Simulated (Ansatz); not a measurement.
**ZnCu: stress in a strained cell**

ZnCu is deformed so: equal xy, yz and zx engineering shear strains of +1 %. What stress and forces result, by LAPW, PAW and all-electron datasets made for the crystal?

Program: Ansatz 0.2.0. Level of theory: DFT PBEsol, scalar-relativistic. These are calculated values, not measurements.

**1. The system as given**

It takes space group Pm-3m (No. 221, cubic). The conventional cell has a = 2.945 Å, b = 2.945 Å, c = 2.945 Å, α = 90.00°, β = 90.00°, γ = 90.00°. Zn (site symmetry m-3m) is surrounded by 8 Cu at 2.55 Å. Cu (site symmetry m-3m) has 8 Zn at 2.55 Å as nearest neighbours.

Coordinates:

```xyz
2
Lattice="2.9450 0.0000 0.0000 0.0000 2.9450 0.0000 0.0000 0.0000 2.9450" Properties=species:S:1:pos:R:3 pbc="T T T"
Zn    1.4725    1.4725    1.4725
Cu    0.0000    0.0000    0.0000
```

Atoms are numbered in the order of the input: Zn1, Cu2.

**2. The deformed structure**

Space group Pm-3m before, R-3m after.

**3. LAPW, all electrons**

Contents of input.yaml:

```yaml
crystal:
  lattice:
    - [2.945, 0.014725, 0.014725]
    - [0.014725, 2.945, 0.014725]
    - [0.014725, 0.014725, 2.945]
  atoms:
    - { symbol: Zn, position: [0.5, 0.5, 0.5] }
    - { symbol: Cu, position: [0.0, 0.0, 0.0] }
kpoints:
  mp_grid: { grid: [14, 14, 14] }
  band_path:
    path:
      - [0.0, 0.0, 0.0]
      - [0.5, 0.5, 0.5]
      - [0.5098274679, 0.4901725321, 0.5]
      - [0.5, -0.4901725321, 0.4901725321]
      - [0.5, 0.0, 0.0]
      - [0.0, 0.0, 0.0]
      - [0.4950862661, -0.4950862661, 0.0]
      - [0.5049137339, 0.0, 0.4950862661]
      - [0.5, 0.0, 0.5]
    npoints: 5
scf:
  occupations: { method: fermi_dirac, width: 0.05 }
hamiltonian:
  xc: pbesol
  pseudopotentials: { kind: all_electron, lapw: { basis_error: 0.0005 } }
output:
  forces: true
  stress: true
  eigenvalues: true
```

On the command line:

```
> ansatz run input.yaml --threads 1 --pin off --max-ram 3072MiB --backend cpu --events-out ev --progress --plain --runs-dir out
```

**4. PAW with frozen cores**

Contents of input.yaml:

```yaml
crystal:
  lattice:
    - [2.945, 0.014725, 0.014725]
    - [0.014725, 2.945, 0.014725]
    - [0.014725, 0.014725, 2.945]
  atoms:
    - { symbol: Zn, position: [0.5, 0.5, 0.5] }
    - { symbol: Cu, position: [0.0, 0.0, 0.0] }
kpoints:
  mp_grid: { grid: [14, 14, 14] }
scf:
  occupations: { method: fermi_dirac, width: 0.05 }
hamiltonian:
  xc: pbesol
  pseudopotentials: { kind: paw }
output:
  forces: true
  stress: true
  eigenvalues: true
  efg: { contact_densities: true }
```

**5. All-electron PAW on datasets made for the crystal**

Edit input.yaml of step 4 so:

```diff
@@ -14,3 +14,3 @@
   xc: pbesol
-  pseudopotentials: { kind: paw }
+  pseudopotentials: { kind: all_electron, datasets: crystal }
 output:
```

(Steps that only read results are left out.)

Q: Predict the outcome of this session. Wanted: pressure; largest shear or deviatoric stress.

The runs gave:

| quantity | value |
| --- | --- |
| pressure | LAPW -4.70, PAW -4.69, crystal datasets -4.68 GPa |
| largest shear or deviatoric stress (LAPW) | 0.89 GPa |

In words: The largest part of the stress beyond the pressure is 0.89 GPa in size; the atoms are carried along and not relaxed. No run of the undeformed cell stands beside it, so the pressure holds what the given cell had before the change. PAW: stress within 0.01 GPa of LAPW. Crystal datasets: stress within 0.01 GPa of LAPW.
